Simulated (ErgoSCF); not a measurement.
# ZrO2 (zirconia): B3LYP/3-21G (field z -0.002 a.u.)

Aim: a single-point energy of ZrO2 (zirconia). 

Program for the calculation: ErgoSCF 3.8.

4 further runs of the same task are left out: 2 that didn't finish, 2 set aside as unsound or not needed.

### Step 1. Starting point

The species is ZrO2 (3 atoms), meant as a singlet with charge 0. As SMILES, `[O]=[Zr]=[O]`. Geometry: relaxed at PBE0-D4/def2-TZVP.

Bond lengths: O1–Zr2 1.761 Å, Zr2–O3 1.761 Å. Angles: O1–Zr2–O3 107.9°.

### Step 2. The energy at B3LYP/3-21G (field z -0.002 a.u.)

File input.ego:

```
set_nthreads(1)
molecule_inline
O      1.23682575     2.36688197     0.73396963
Zr     0.65856955    -0.91028107     0.66480565
O     -1.89539530    -1.45660090    -1.39858630
EOF
basis = "3-21G"
scf.max_number_of_iterations = 100
XC.type = "Turbo"
scf.convergence_threshold = 1e-06
scf.output_mulliken_pop = 1
tmpdir = "."
scf.use_diagonalization = 1
scf.electric_field_z = 0.002
run "B3LYP-G"
```

On the command line:

```sh
$ ergo < input.ego
```

Q: Predict the results. Wanted: total energy; dipole moment.

Answer, from the run:

At B3LYP/3-21G (field z -0.002 a.u.):

| quantity | value |
| --- | --- |
| total energy | -3673.87537 Eh |
| dipole moment | 6.72 D |

Relativity is left out although the molecule holds a heavy atom.
